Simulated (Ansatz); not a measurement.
**C₄H₁₀ClGa: small, medium and large basis sets**

One table from this session's results is given with a row withheld; the runs are named, their logs left out.

Program: Ansatz 0.2.0, Gaussian basis. Level of theory: one geometry, several basis sets. These are calculated values, not measurements.

Plan: PBE0-D4/def2-SVP; ωB97M-V/def2-SVP; PBE0-D4/def2-QZVPP; ωB97M-V/def2-QZVPP; the functionals' def2-TZVPP values are taken from earlier runs.

**Structure used throughout**

An earlier PBE0-D4 in a triple-zeta def2 set relaxation fixed the geometry.

SMILES `CC[CH]([GaH2])CCl`, 16 atoms, charge 0, spin multiplicity 1.

Atoms are counted from 1 here; the program's logs count them from 0.

Bond lengths: C1–C2 1.520 Å, C1–H7 1.092 Å, C1–H8 1.093 Å, C1–H9 1.099 Å, C2–C3 1.528 Å, C2–H10 1.096 Å, C2–H11 1.094 Å, C3–Ga4 1.997 Å, C3–C5 1.505 Å, C3–H12 1.099 Å, Ga4–H13 1.574 Å, Ga4–H14 1.572 Å, C5–Cl6 1.809 Å, C5–H15 1.090 Å, C5–H16 1.089 Å. Angles: C2–C1–H7 111.4°, C2–C1–H8 111.9°, C2–C1–H9 111.6°, H7–C1–H8 107.3°, H7–C1–H9 106.8°, H8–C1–H9 107.6°, C1–C2–C3 113.7°, C1–C2–H10 109.2°, C1–C2–H11 109.2°, C3–C2–H10 109.3°, C3–C2–H11 108.7°, H10–C2–H11 106.3°, C2–C3–Ga4 109.9°, C2–C3–C5 114.7°, C2–C3–H12 108.5°, Ga4–C3–C5 110.3°, Ga4–C3–H12 104.8°, C5–C3–H12 108.1° and more.

The first run:

in.yaml reads:

```yaml
crystal:
  periodic: [false, false, false]
  atoms:
    - {symbol: C, position_ang: [0.356409, -1.632826, 0.563346]}
    - {symbol: C, position_ang: [1.113425, -0.377623, 0.161748]}
    - {symbol: C, position_ang: [0.207960, 0.773153, -0.274321]}
    - {symbol: Ga, position_ang: [-0.868990, 0.225371, -1.864230]}
    - {symbol: C, position_ang: [-0.690820, 1.310635, 0.806105]}
    - {symbol: Cl, position_ang: [0.221094, 1.944909, 2.233815]}
    - {symbol: H, position_ang: [1.039514, -2.437936, 0.841209]}
    - {symbol: H, position_ang: [-0.301718, -1.456594, 1.417409]}
    - {symbol: H, position_ang: [-0.262972, -2.012315, -0.260988]}
    - {symbol: H, position_ang: [1.739182, -0.049814, 0.999213]}
    - {symbol: H, position_ang: [1.797481, -0.616385, -0.658481]}
    - {symbol: H, position_ang: [0.839934, 1.596669, -0.634389]}
    - {symbol: H, position_ang: [-2.392132, 0.599988, -1.990992]}
    - {symbol: H, position_ang: [-0.143403, -0.570730, -3.009425]}
    - {symbol: H, position_ang: [-1.362436, 0.554932, 1.213098]}
    - {symbol: H, position_ang: [-1.292516, 2.148576, 0.456883]}
basis:
  gaussian: {orbitals: def2-SVP}
hamiltonian: {xc: pbe0, dispersion: d4}
output: {orbitals: {seedname: orbitals}}
```

Started as:

```sh
$ ansatz run in.yaml --threads 2 --pin off --events-out ev --progress --plain --max-ram 32768MiB --backend cpu
```

Steps of the session up to this table: PBE0-D4 in def2-SVP; ωB97M-V in def2-SVP; PBE0-D4 in def2-QZVPP; ωB97M-V in def2-QZVPP.

One table of the session follows, with a row left open; its other results are not shown here.

It belongs to the step «Functionals by basis». 

| functional | basis | HOMO (eV) | LUMO (eV) |
| --- | --- | --- | --- |
| PBE0-D4 | def2-SVP | -7.52 | -1.65 |
| PBE0-D4 | def2-TZVPP | -7.56 | -1.70 |
| PBE0-D4 | def2-QZVPP | ? | ? |
| ωB97M-V | def2-SVP | -9.63 | 0.09 |
| ωB97M-V | def2-TZVPP | -9.69 | -0.01 |
| ωB97M-V | def2-QZVPP | -9.71 | -0.16 |

Q: Estimate the row for PBE0-D4, def2-QZVPP from the others.

The run gave: HOMO (eV): -7.58; LUMO (eV): -1.74. In the column «HOMO (eV)» it lies between ωB97M-V, def2-SVP (-9.63) and PBE0-D4, def2-TZVPP (-7.56).
